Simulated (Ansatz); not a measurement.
# C₂H₆Cl₂NY: small, medium and large basis sets

The task here is to estimate one member of a computed series from the others.

The runs use Ansatz 0.2.0, Gaussian basis; one geometry, several basis sets.

The runs, in order: PBE0-D4/def2-SVP; ωB97M-V/def2-SVP; PBE0-D4/def2-QZVPP; ωB97M-V/def2-QZVPP; the functionals' def2-TZVPP values are taken from earlier runs.

## Structure used throughout

An earlier PBE0-D4 in a triple-zeta def2 set relaxation fixed the geometry. Y takes the def2 core potential; no spin-orbit term is included.

SMILES `C[N](C)[Y]([Cl])[Cl]`, 12 atoms, charge 0, spin multiplicity 1.

Atoms are counted from 1 here; the program's logs count them from 0.

Bond lengths: C1–N2 1.445 Å, C1–H7 1.100 Å, C1–H8 1.100 Å, C1–H9 1.095 Å, N2–C3 1.445 Å, N2–Y4 2.096 Å, C3–H10 1.095 Å, C3–H11 1.100 Å, C3–H12 1.100 Å, Y4–Cl5 2.471 Å, Y4–Cl6 2.471 Å. Angles: N2–C1–H7 111.8°, N2–C1–H8 111.8°, N2–C1–H9 111.0°, H7–C1–H8 107.1°, H7–C1–H9 107.5°, H8–C1–H9 107.5°, C1–N2–C3 112.0°, C1–N2–Y4 124.0°, C3–N2–Y4 124.0°, N2–C3–H10 111.0°, N2–C3–H11 111.8°, N2–C3–H12 111.8°, H10–C3–H11 107.5°, H10–C3–H12 107.5°, H11–C3–H12 107.1°, N2–Y4–Cl5 116.0°, N2–Y4–Cl6 116.0°, Cl5–Y4–Cl6 128.0°.

The first run:

The input, in.yaml:

```yaml
crystal:
  periodic: [false, false, false]
  atoms:
    - {symbol: C, position_ang: [-0.378488, -0.537963, 1.320684]}
    - {symbol: N, position_ang: [0.018525, -0.044573, 0.021867]}
    - {symbol: C, position_ang: [0.985841, -0.910620, -0.612611]}
    - {symbol: Y, position_ang: [-0.720396, 1.716994, -0.839555]}
    - {symbol: Cl, position_ang: [0.163944, 2.282445, -3.076345]}
    - {symbol: Cl, position_ang: [-2.367404, 2.973662, 0.507475]}
    - {symbol: H, position_ang: [0.478166, -0.618186, 2.005810]}
    - {symbol: H, position_ang: [-0.835793, -1.536034, 1.255409]}
    - {symbol: H, position_ang: [-1.111074, 0.129297, 1.787377]}
    - {symbol: H, position_ang: [1.275673, -0.522910, -1.595166]}
    - {symbol: H, position_ang: [0.588492, -1.925159, -0.762386]}
    - {symbol: H, position_ang: [1.902524, -1.006963, -0.012549]}
basis:
  gaussian: {orbitals: def2-SVP}
hamiltonian: {xc: pbe0, dispersion: d4}
output: {orbitals: {seedname: orbitals}}
```

Launch:

```sh
> ansatz run in.yaml --threads 4 --pin off --events-out ev --progress --plain --max-ram 11315MiB
```

Steps of the session up to this table: PBE0-D4 in def2-SVP; ωB97M-V in def2-SVP; PBE0-D4 in def2-QZVPP; ωB97M-V in def2-QZVPP.

One table of the session follows, with a row left open; its other results are not shown here.

It belongs to the step «Density functionals: the series». 

```
functional       basis  HOMO (eV)  LUMO (eV)
   PBE0-D4    def2-SVP      -6.61      -2.15
   PBE0-D4  def2-TZVPP          ?          ?
   PBE0-D4  def2-QZVPP      -6.67      -2.16
   ωB97M-V    def2-SVP      -8.83      -0.71
   ωB97M-V  def2-TZVPP      -8.89      -0.77
   ωB97M-V  def2-QZVPP      -8.91      -0.81
```

**Question.** Estimate the row for PBE0-D4, def2-TZVPP.

**Answer.** HOMO (eV): -6.66; LUMO (eV): -2.16. In the column «HOMO (eV)» it lies between PBE0-D4, def2-QZVPP (-6.67) and PBE0-D4, def2-SVP (-6.61).
